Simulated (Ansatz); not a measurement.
# Cl− with GeH₄: structure and interaction energy

An exercise on one series of results from a longer session: the logs are not shown, and one member is left open.

Method: PBE0-D4 structure, single points in def2-TZVPPD; program: Ansatz 0.2.0, Gaussian basis.

Levels: PBE-D4, revPBE-D4, BLYP-D4, r2SCAN-D4, B97M-V, PBE0-D4, B3LYP-D4, HSE06-D4, wB97X-V, wB97M-V, B2PLYP, Hartree-Fock, MP2, CCSD, CCSD(T). The reference is CCSD(T) extrapolated to the basis limit. For elements past Ar these valence bases correlate outer-core shells poorly and lack relativity, so that limit is rough.

Cores are frozen in the correlated methods. Filled d shells of the heavier atoms are correlated. B3LYP uses VWN-RPA correlation. B2PLYP carries no dispersion term here.

163 further runs of the same task are left out: 163 set aside as unsound or not needed.

**The system as given**

The pair, from a GFN2-xTB docking trial: 6 atoms, charge -1, spin multiplicity 1.

Atoms are counted from 1 here; the program's logs count them from 0.

Bond lengths: Cl1–Ge2 2.644 Å, Ge2–H3 1.480 Å, Ge2–H4 1.485 Å, Ge2–H5 1.586 Å, Ge2–H6 1.488 Å. Angles: Cl1–Ge2–H3 79.8°, Cl1–Ge2–H4 81.4°, Cl1–Ge2–H5 177.8°, Cl1–Ge2–H6 83.6°, H3–Ge2–H4 119.4°, H3–Ge2–H5 98.5°, H3–Ge2–H6 117.7°, H4–Ge2–H5 98.2°, H4–Ge2–H6 116.6°, H5–Ge2–H6 98.5°.

Geometry (Å):

```xyz
6
charge -1, multiplicity 1
Cl   -0.7491    0.1588   -2.2317
Ge    0.0915   -0.0181    0.2692
H     1.1032    0.9105   -0.2831
H    -1.2837    0.4757    0.5323
H     0.6077   -0.0633    1.7683
H     0.2303   -1.4637   -0.0551
```

Atoms 1 to 1 are fragment A (Cl−), the rest fragment B (GeH₄).

Set-up of the first run:

pre/in.yaml reads:

```yaml
crystal:
  periodic: [false, false, false]
  atoms:
    - {symbol: Cl, position_ang: [-0.749100, 0.158800, -2.231700]}
    - {symbol: Ge, position_ang: [0.091500, -0.018100, 0.269200]}
    - {symbol: H, position_ang: [1.103200, 0.910500, -0.283100]}
    - {symbol: H, position_ang: [-1.283700, 0.475700, 0.532300]}
    - {symbol: H, position_ang: [0.607700, -0.063300, 1.768300]}
    - {symbol: H, position_ang: [0.230300, -1.463700, -0.055100]}
basis:
  gaussian: {orbitals: def2-SVPD}
total_charge: -1
hamiltonian: {xc: pbe, dispersion: d4}
relax: {f_tol: 0.03, max_steps: 250}
```

On the command line:

```bash
$ ansatz run in.yaml --threads 2 --pin off --events-out ev --progress --plain --max-ram 5222MiB
```

Among the steps run: A first relaxation in a small basis; Relaxation at PBE0-D4; wB97X-V/def2-TZVPPD; wB97M-V/def2-TZVPPD; B2PLYP/def2-TZVPPD; B97M-V/def2-TZVPPD; CCSD(T)/def2-TZVPPD; MP2/def2-QZVPPD; Hartree-Fock/STO-3G; SPW92/def2-SVP; wB97M-V/def2-SVP; CCSD(T)/def2-SVP; Vibrations of the pair.

One table of the session follows, with a row left open; its other results are not shown here.

| method | interaction (meV) |
| --- | --- |
| PBE-D4 | -436 |
| revPBE-D4 | -439 |
| BLYP-D4 | -395 |
| r2SCAN-D4 | ? |
| B97M-V | -441 |
| PBE0-D4 | -437 |
| B3LYP-D4 | -404 |
| HSE06-D4 | -437 |
| wB97X-V | -405 |
| wB97M-V | -419 |
| B2PLYP | -331 |
| Hartree-Fock | -252 |
| MP2 | -372 |
| CCSD | -342 |
| CCSD(T) | -361 |
| CCSD(T)/CBS | -407 |

Estimate the missing values for r2SCAN-D4.

The run gave: interaction (meV): -423. In the column «interaction (meV)» it lies between PBE-D4 (-436) and wB97M-V (-419).

Among the levels timed on like hardware and quicker than the yardstick, those that no quicker one beats, quickest first: PBE-D4 (3.2 s, -29 meV); BLYP-D4 (4.1 s, +13 meV); B3LYP-D4 (5.3 s, +3 meV); wB97X-V (14 s, +2 meV).

wB97X-V reaches 2 meV from the reference in 14 s, where CCSD(T)/CBS took 75 s; the quickest level in the cost chart, PBE-D4, takes 3.2 s and misses by 29 meV.

To keep in mind: A lower arrangement may exist.
